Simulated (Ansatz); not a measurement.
**Al2Zn: a line through an energy map**

Aim: follow the energy of Al₂Zn (P-3m1, No. 164; 3 atoms in the cell) along one coordinate, volume per atom, with the other held at c/a of the conventional cell = 2.054.

Program: Ansatz 0.2.0. Level of theory: DFT LDA, scalar-relativistic, plane waves, PAW. These are calculated values, not measurements.

2 further runs of the same task are left out: 2 set aside as unsound or not needed.

### 1 The starting structure

The structure is trigonal, space group P-3m1 (No. 164). Conventional cell: a = 2.770 Å, b = 2.770 Å, c = 6.826 Å, α = 90.00°, β = 90.00°, γ = 120.00°. Around Al (site symmetry 3m) lie 3 Zn at 2.75 Å and 9 Al at 2.77 to 2.84 Å. Zn (site symmetry -3m) is surrounded by 6 Al at 2.75 Å and 6 Zn at 2.77 Å.

As a file:

```cif
data_structure
_symmetry_space_group_name_H-M 'P-3m1'
_symmetry_Int_Tables_number 164
_cell_length_a 2.7699
_cell_length_b 2.7699
_cell_length_c 6.8261
_cell_angle_alpha 90.000
_cell_angle_beta 90.000
_cell_angle_gamma 120.000
_cell_volume 45.36
loop_
_atom_site_label
_atom_site_type_symbol
_atom_site_symmetry_multiplicity
_atom_site_Wyckoff_symbol
_atom_site_fract_x
_atom_site_fract_y
_atom_site_fract_z
_atom_site_occupancy
Al1 Al 2 d 0.33333 0.66667 0.32822 1
Zn1 Zn 1 a 0.00000 0.00000 0.00000 1
```

It goes back to an entry of the Materials Project, which need not be the stable form.

This cell was relaxed beforehand with the same method: volume 15.12 Å³/atom, gap on the mesh none (metal).

### 2 Plan of the line

The energy is mapped over volume and the cell's shape.

First coordinate, volume per atom: 5 values from 12.70 to 17.54 Å³. Second coordinate, c/a of the conventional cell: 5 values from 2.054 to 2.956.

Nothing else is relaxed (fractional coordinates fixed). Energies count from the relaxed crystal. Points are written as (first, second).

### 3 The run at (12.70 Å³, 2.054)

input.yaml

```yaml
crystal:
  lattice:
    - [2.7770060502, 0.0, 0.0]
    - [-1.3885030251, 2.404957786, 0.0]
    - [0.0, 0.0, 5.704803529]
  atoms:
    - { symbol: Al, position: [0.3333333333, 0.6666666667, 0.3282219152] }
    - { symbol: Al, position: [0.6666666667, 0.3333333333, 0.6717780848] }
    - { symbol: Zn, position: [0.0, 0.0, 0.0] }
basis:
  ecutwfc: 520.0
kpoints:
  mp_grid: { grid: [18, 18, 8] }
hamiltonian:
  xc: lda
  pseudopotentials: { kind: paw }
scf:
  occupations: { method: gaussian, width: 0.15 }
output:
  forces: true
  stress: true
  eigenvalues: true
```

Started as:

```console
> ansatz run input.yaml --threads 1 --pin off --max-ram 2048MiB --backend cpu --events-out ev --progress --plain --runs-dir out
```

Standard output (excerpt; [...] marks lines left out):

```text
Warning: RAYON_NUM_THREADS=1 ignored (pool sized by the plan → 1); use --threads N
[...]
Pseudopotentials: kind: paw
Pseudopotential: Al, paw, valence charge 3, recommended cutoff 420 eV (normal), Al.paw.azcp
Pseudopotential: Zn, paw, valence charge 12, recommended cutoff 420 eV (normal), Zn.paw.azcp
Functional definition: SPW92
[...]
Crystal: 3 atoms, lattice volume = 38.100 Å³
Basis set: ecut = 520 eV, 1017 PW (Γ)
Bands: 13, of which v1, the nominal top of the filled ones, is band 9 counted from 1 (8 counted from 0)
Symmetry: 12 space group operations
Space group: P-3m1 (ITA 164), of the structure as read, at distance tolerance 3.4e-5 Å
k-points: 266 of 2592
[...]
SCF iter   1: F=—  HF=-4271.308618 eV  |F-HF|=—  |Δ(HF+E_count)|=         —  Δρ=4.71e-3  dr2=9.11e-3  ethr=1.77e-3  ⟨swp⟩=5.1  Hψ=20646  notcnv=0
[...]
SCF iter   7: F=-4271.305554 eV  HF=-4271.305554 eV  |F-HF|=1.05e-9  |Δ(HF+E_count)|=   4.48e-8  Δρ=2.41e-6  dr2=1.66e-9  ethr=4.42e-10  ⟨swp⟩=4.1  Hψ=10913  notcnv=0
[...]
SCF converged after 7 iterations
Free energy (F): -4271.305554 eV
[...]
E sigma→0 (E₀):  -4271.299842 eV
Entropy (-TS):   -0.011425 eV (-3.808 meV/atom)
Fermi energy:    11.846880 eV
[...]
--- Forces (eV/Å), atoms counted from 1 ---
  atom   1  Al    -0.00000000    -0.00000000    -0.19729487
  atom   2  Al     0.00000000     0.00000000     0.19729487
  atom   3  Zn     0.00000000     0.00000000     0.00000000
[...]
--- Stress (GPa, compression-positive) ---
       21.811432       0.000000       0.000000
        0.000000      21.811432      -0.000000
        0.000000       0.000000      36.663651
  P = ⅓ Tr σ = 26.7622 GPa (267.622 kbar)
--- Band table (eV; the first three rows and the last of 266) ---
  k-point 0: bands = ["-0.9746", "2.4390", "3.2834", "3.2834", "3.5513", "3.5547", "3.5547", "4.2284", "16.1718", "17.7587", "22.0869", "22.0869", "22.6057"]
[...]
```

Wall time 21 s (1 thread of Arm Neoverse N1, shared host); peak memory 0.43 GiB.

Energy on the map's scale: 217 meV/atom.

### 4 The run at (13.91 Å³, 2.054)

Changes to input.yaml since step 3:

```diff
@@ -2,5 +2,5 @@
   lattice:
-    - [2.7770060502, 0.0, 0.0]
-    - [-1.3885030251, 2.404957786, 0.0]
-    - [0.0, 0.0, 5.704803529]
+    - [2.8624696324, 0.0, 0.0]
+    - [-1.4312348162, 2.4789714193, 0.0]
+    - [0.0, 0.0, 5.8803713659]
   atoms:
```

Started as:

```console
> ansatz run input.yaml --threads 1 --pin off --max-ram 2048MiB --backend cpu --events-out ev --progress --plain --runs-dir out
```

Standard output (excerpt; [...] marks lines left out):

```text
Warning: RAYON_NUM_THREADS=1 ignored (pool sized by the plan → 1); use --threads N
[...]
Pseudopotentials: kind: paw
Pseudopotential: Al, paw, valence charge 3, recommended cutoff 420 eV (normal), Al.paw.azcp
Pseudopotential: Zn, paw, valence charge 12, recommended cutoff 420 eV (normal), Zn.paw.azcp
Functional definition: SPW92
[...]
Crystal: 3 atoms, lattice volume = 41.727 Å³
Basis set: ecut = 520 eV, 1125 PW (Γ)
Bands: 13, of which v1, the nominal top of the filled ones, is band 9 counted from 1 (8 counted from 0)
Symmetry: 12 space group operations
Space group: P-3m1 (ITA 164), of the structure as read, at distance tolerance 3.5e-5 Å
k-points: 266 of 2592
[...]
SCF iter   1: F=—  HF=-4271.734072 eV  |F-HF|=—  |Δ(HF+E_count)|=         —  Δρ=4.31e-3  dr2=1.23e-2  ethr=1.77e-3  ⟨swp⟩=4.9  Hψ=20210  notcnv=0
[...]
SCF iter   7: F=-4271.730255 eV  HF=-4271.730255 eV  |F-HF|=1.24e-8  |Δ(HF+E_count)|=   6.36e-8  Δρ=1.02e-5  dr2=2.31e-8  ethr=5.56e-10  ⟨swp⟩=5.5  Hψ=15932  notcnv=0
[...]
SCF converged after 7 iterations
Free energy (F): -4271.730255 eV
[...]
E sigma→0 (E₀):  -4271.725000 eV
Entropy (-TS):   -0.010509 eV (-3.503 meV/atom)
Fermi energy:    10.568695 eV
[...]
--- Forces (eV/Å), atoms counted from 1 ---
  atom   1  Al     0.00000000     0.00000000    -0.18262540
  atom   2  Al     0.00000000    -0.00000000     0.18262540
  atom   3  Zn     0.00000000     0.00000000     0.00000000
[...]
--- Stress (GPa, compression-positive) ---
        8.860266       0.000000      -0.000000
        0.000000       8.860266       0.000000
       -0.000000       0.000000      17.824217
  P = ⅓ Tr σ = 11.8482 GPa (118.482 kbar)
--- Band table (eV; the first three rows and the last of 266) ---
  k-point 0: bands = ["-1.5133", "1.6831", "2.3490", "2.3490", "2.5762", "2.5762", "2.7384", "3.3144", "14.7654", "16.1060", "20.3345", "20.3345", "20.6204"]
[...]
```

Run time: 19 s. Hardware: 1 thread of Arm Neoverse N1, shared host; peak memory 0.44 GiB.

That is 76 meV/atom from the zero.

### 5 Point (15.12 Å³, 2.054)

Changes to input.yaml since step 4:

```diff
@@ -2,5 +2,5 @@
   lattice:
-    - [2.8624696324, 0.0, 0.0]
-    - [-1.4312348162, 2.4789714193, 0.0]
-    - [0.0, 0.0, 5.8803713659]
+    - [2.9431775325, 0.0, 0.0]
+    - [-1.4715887662, 2.548866511, 0.0]
+    - [0.0, 0.0, 6.046169605]
   atoms:
@@ -22 +22,5 @@
   eigenvalues: true
+  write_density: true
+  write_potential: true
+  elf: true
+  volumetric_format: npy
```

Started as:

```console
> ansatz run input.yaml --threads 1 --pin off --max-ram 2048MiB --backend cpu --events-out ev --progress --plain --runs-dir out
```

Standard output (excerpt; [...] marks lines left out):

```text
Warning: RAYON_NUM_THREADS=1 ignored (pool sized by the plan → 1); use --threads N
[...]
Pseudopotentials: kind: paw
Pseudopotential: Al, paw, valence charge 3, recommended cutoff 420 eV (normal), Al.paw.azcp
Pseudopotential: Zn, paw, valence charge 12, recommended cutoff 420 eV (normal), Zn.paw.azcp
Functional definition: SPW92
[...]
Crystal: 3 atoms, lattice volume = 45.357 Å³
Basis set: ecut = 520 eV, 1247 PW (Γ)
Bands: 13, of which v1, the nominal top of the filled ones, is band 9 counted from 1 (8 counted from 0)
Symmetry: 12 space group operations
Space group: P-3m1 (ITA 164), of the structure as read, at distance tolerance 3.6e-5 Å
k-points: 266 of 2592
[...]
SCF iter   1: F=—  HF=-4271.886176 eV  |F-HF|=—  |Δ(HF+E_count)|=         —  Δρ=4.16e-3  dr2=1.61e-2  ethr=1.77e-3  ⟨swp⟩=5.0  Hψ=20354  notcnv=0
[...]
SCF iter   7: F=-4271.881543 eV  HF=-4271.881543 eV  |F-HF|=2.56e-8  |Δ(HF+E_count)|=   3.95e-8  Δρ=1.20e-5  dr2=3.77e-8  ethr=5.56e-10  ⟨swp⟩=8.2  Hψ=20855  notcnv=0
[...]
SCF converged after 7 iterations
Free energy (F): -4271.881543 eV
[...]
E sigma→0 (E₀):  -4271.876678 eV
Entropy (-TS):   -0.009729 eV (-3.243 meV/atom)
Fermi energy:    9.470576 eV
[...]
--- Forces (eV/Å), atoms counted from 1 ---
  atom   1  Al    -0.00000000     0.00000000    -0.15929536
  atom   2  Al     0.00000000    -0.00000000     0.15929536
  atom   3  Zn    -0.00000000    -0.00000000    -0.00000000
[...]
--- Stress (GPa, compression-positive) ---
        0.550396      -0.000000       0.000000
       -0.000000       0.550396      -0.000000
        0.000000      -0.000000       5.509493
  P = ⅓ Tr σ = 2.2034 GPa (22.034 kbar)
--- Band table (eV; the first three rows and the last of 266) ---
  k-point 0: bands = ["-1.9576", "1.0128", "1.5323", "1.5323", "1.7258", "1.7258", "2.0558", "2.5549", "13.5514", "14.6840", "18.8089", "18.8089", "18.8984"]
[...]
```

Wall time 26 s (1 thread of Arm Neoverse N1, shared host); peak memory 0.44 GiB.

Density in a lattice plane of the grid's cell (edges 2.94 and 6.05 Å, at 0.000 of the third edge), which holds Zn.

Values in e/Å³, 12 rows by 6 columns:
```
 5.20  1.32  0.27  0.17  0.27  1.32
 0.41  0.31  0.21  0.18  0.21  0.31
 0.21  0.21  0.21  0.20  0.21  0.21
 0.16  0.18  0.21  0.20  0.21  0.18
 0.13  0.16  0.21  0.24  0.21  0.16
 0.12  0.14  0.21  0.25  0.21  0.14
 0.13  0.16  0.21  0.24  0.21  0.16
 0.16  0.18  0.21  0.20  0.21  0.18
 0.21  0.21  0.21  0.20  0.21  0.21
 0.41  0.31  0.21  0.18  0.21  0.31
 5.20  1.32  0.27  0.17  0.27  1.32
45.53  5.72  0.37  0.18  0.37  5.72
```
Columns run along the first of these edges and rows up along the second, over one cell in 6 and 12 even steps from the bottom left corner. Atoms in the plane (fractional): Zn at (0.00, 0.00).

ELF in the same plane.

Values, 12 rows by 6 columns:
```
0.04 0.15 0.25 0.32 0.25 0.15
0.28 0.34 0.47 0.45 0.47 0.34
0.54 0.58 0.57 0.46 0.57 0.58
0.44 0.50 0.54 0.46 0.54 0.50
0.26 0.37 0.59 0.68 0.59 0.37
0.19 0.32 0.60 0.72 0.60 0.32
0.26 0.37 0.59 0.68 0.59 0.37
0.44 0.50 0.54 0.46 0.54 0.50
0.54 0.58 0.57 0.46 0.57 0.58
0.28 0.34 0.47 0.45 0.47 0.34
0.04 0.15 0.25 0.32 0.25 0.15
0.00 0.04 0.21 0.25 0.21 0.04
```
Columns run along the first of these edges and rows up along the second, over one cell in 6 and 12 even steps from the bottom left corner. Atoms in the plane (fractional): Zn at (0.00, 0.00).

Both are smooth fields of the valence electrons: close to the nuclei they are not physical.

Maxima of ELF outside the ion cores: 0.73 on the Al–Al line, 1.2 Å from Al; 0.72 beside Al, off the lines to its neighbours, 1.1 Å from Al; 0.67 on the Al–Zn line, 1.1 Å from Al.

On the map this point reads 25 meV/atom.

### 6 Point (16.33 Å³, 2.054)

Changes to input.yaml since step 5:

```diff
@@ -2,5 +2,5 @@
   lattice:
-    - [2.9431775325, 0.0, 0.0]
-    - [-1.4715887662, 2.548866511, 0.0]
-    - [0.0, 0.0, 6.046169605]
+    - [3.0196882932, 0.0, 0.0]
+    - [-1.5098441466, 2.6151267735, 0.0]
+    - [0.0, 0.0, 6.2033456608]
   atoms:
@@ -22,5 +22 @@
   eigenvalues: true
-  write_density: true
-  write_potential: true
-  elf: true
-  volumetric_format: npy
```

Started as:

```console
> ansatz run input.yaml --threads 1 --pin off --max-ram 2048MiB --backend cpu --events-out ev --progress --plain --runs-dir out
```

Standard output (excerpt; [...] marks lines left out):

```text
Warning: RAYON_NUM_THREADS=1 ignored (pool sized by the plan → 1); use --threads N
[...]
Pseudopotentials: kind: paw
Pseudopotential: Al, paw, valence charge 3, recommended cutoff 420 eV (normal), Al.paw.azcp
Pseudopotential: Zn, paw, valence charge 12, recommended cutoff 420 eV (normal), Zn.paw.azcp
Functional definition: SPW92
[...]
Crystal: 3 atoms, lattice volume = 48.987 Å³
Basis set: ecut = 520 eV, 1331 PW (Γ)
Bands: 13, of which v1, the nominal top of the filled ones, is band 9 counted from 1 (8 counted from 0)
Symmetry: 12 space group operations
Space group: P-3m1 (ITA 164), of the structure as read, at distance tolerance 3.7e-5 Å
k-points: 266 of 2592
[...]
SCF iter   1: F=—  HF=-4271.861087 eV  |F-HF|=—  |Δ(HF+E_count)|=         —  Δρ=3.95e-3  dr2=1.84e-2  ethr=1.77e-3  ⟨swp⟩=5.1  Hψ=20366  notcnv=0
[...]
SCF iter   7: F=-4271.855900 eV  HF=-4271.855900 eV  |F-HF|=5.47e-8  |Δ(HF+E_count)|=   6.23e-8  Δρ=1.45e-5  dr2=6.09e-8  ethr=5.56e-10  ⟨swp⟩=5.7  Hψ=15271  notcnv=0
[...]
SCF converged after 7 iterations
Free energy (F): -4271.855900 eV
[...]
E sigma→0 (E₀):  -4271.850807 eV
Entropy (-TS):   -0.010186 eV (-3.395 meV/atom)
Fermi energy:    8.515019 eV
[...]
--- Forces (eV/Å), atoms counted from 1 ---
  atom   1  Al     0.00000000    -0.00000000    -0.13629679
  atom   2  Al    -0.00000000     0.00000000     0.13629679
  atom   3  Zn    -0.00000000    -0.00000000     0.00000000
[...]
--- Stress (GPa, compression-positive) ---
       -4.764322       0.000000      -0.000000
        0.000000      -4.764322       0.000000
       -0.000000      -0.000000      -2.478471
  P = ⅓ Tr σ = -4.0024 GPa (-40.024 kbar)
--- Band table (eV; the first three rows and the last of 266) ---
  k-point 0: bands = ["-2.3295", "0.4077", "0.8104", "0.8104", "0.9782", "0.9782", "1.4743", "1.9188", "12.4910", "13.4456", "17.3941", "17.3941", "17.4654"]
[...]
```

It took 21 s on 1 thread of Arm Neoverse N1, shared host; peak memory 0.47 GiB.

That is 34 meV/atom from the zero.

### 7 Grid point (17.54 Å³, 2.054)

Changes to input.yaml since step 6:

```diff
@@ -2,5 +2,5 @@
   lattice:
-    - [3.0196882932, 0.0, 0.0]
-    - [-1.5098441466, 2.6151267735, 0.0]
-    - [0.0, 0.0, 6.2033456608]
+    - [3.0924470642, 0.0, 0.0]
+    - [-1.546223532, 2.6781377174, 0.0]
+    - [0.0, 0.0, 6.3528140039]
   atoms:
```

Started as:

```console
> ansatz run input.yaml --threads 1 --pin off --max-ram 2048MiB --backend cpu --events-out ev --progress --plain --runs-dir out
```

Standard output (excerpt; [...] marks lines left out):

```text
Warning: RAYON_NUM_THREADS=1 ignored (pool sized by the plan → 1); use --threads N
[...]
Pseudopotentials: kind: paw
Pseudopotential: Al, paw, valence charge 3, recommended cutoff 420 eV (normal), Al.paw.azcp
Pseudopotential: Zn, paw, valence charge 12, recommended cutoff 420 eV (normal), Zn.paw.azcp
Functional definition: SPW92
[...]
Crystal: 3 atoms, lattice volume = 52.614 Å³
Basis set: ecut = 520 eV, 1427 PW (Γ)
Bands: 13, of which v1, the nominal top of the filled ones, is band 9 counted from 1 (8 counted from 0)
Symmetry: 12 space group operations
Space group: P-3m1 (ITA 164), of the structure as read, at distance tolerance 3.7e-5 Å
k-points: 266 of 2592
[...]
SCF iter   1: F=—  HF=-4271.722983 eV  |F-HF|=—  |Δ(HF+E_count)|=         —  Δρ=3.72e-3  dr2=1.99e-2  ethr=1.77e-3  ⟨swp⟩=5.1  Hψ=20427  notcnv=0
[...]
SCF iter   8: F=-4271.717737 eV  HF=-4271.717737 eV  |F-HF|=1.38e-8  |Δ(HF+E_count)|=   1.39e-7  Δρ=6.10e-6  dr2=1.53e-8  ethr=5.56e-10  ⟨swp⟩=5.7  Hψ=14573  notcnv=0
[...]
SCF converged after 8 iterations
Free energy (F): -4271.717737 eV
[...]
E sigma→0 (E₀):  -4271.712077 eV
Entropy (-TS):   -0.011321 eV (-3.774 meV/atom)
Fermi energy:    7.672554 eV
[...]
--- Forces (eV/Å), atoms counted from 1 ---
  atom   1  Al    -0.00000000     0.00000000    -0.11901764
  atom   2  Al     0.00000000    -0.00000000     0.11901764
  atom   3  Zn    -0.00000000     0.00000000    -0.00000000
[...]
--- Stress (GPa, compression-positive) ---
       -8.061737      -0.000000       0.000000
       -0.000000      -8.061737       0.000000
        0.000000       0.000000      -7.562475
  P = ⅓ Tr σ = -7.8953 GPa (-78.953 kbar)
--- Band table (eV; the first three rows and the last of 266) ---
  k-point 0: bands = ["-2.6445", "-0.1440", "0.1677", "0.1677", "0.3155", "0.3155", "0.9731", "1.3817", "11.5555", "12.3566", "16.0716", "16.0716", "16.2716"]
[...]
```

Wall time 23 s (1 thread of Arm Neoverse N1, shared host); peak memory 0.48 GiB.

Energy on the map's scale: 80 meV/atom.

### 8 The line in numbers

```
volume per atom (Å³)  step  energy (meV/atom)  slope (meV/atom per Å³)  pressure (GPa)  largest force on an atom (eV/Å)
               12.70     3                217                     −167            26.8                            0.197
               13.91     4                 76                      −74            11.8                            0.183
               15.12     5                 25                      −14             2.2                            0.159
               16.33     6                 34                       25            −4.0                            0.136
               17.54     7                 80                       49            −7.9                            0.119
```

Energies count from the relaxed crystal. Slopes come from the forces (and the stress, where the cell changes), not from differences of energies.

**Reading.** Along the line the energy is lowest at 15.12 Å³, 25 meV/atom from the zero. Energies and slopes round the minimum, fitted together, put the minimum at 15.488 Å³, with a curvature of about 35 meV/atom per (Å³)². V·d²E/dV² there is about 86 GPa, a bulk modulus under this line's constraint. The highest point computed, at 12.70 Å³, lies 192 meV/atom above the lowest. This is one cut through a surface in two coordinates; the map's lowest point lies off it.
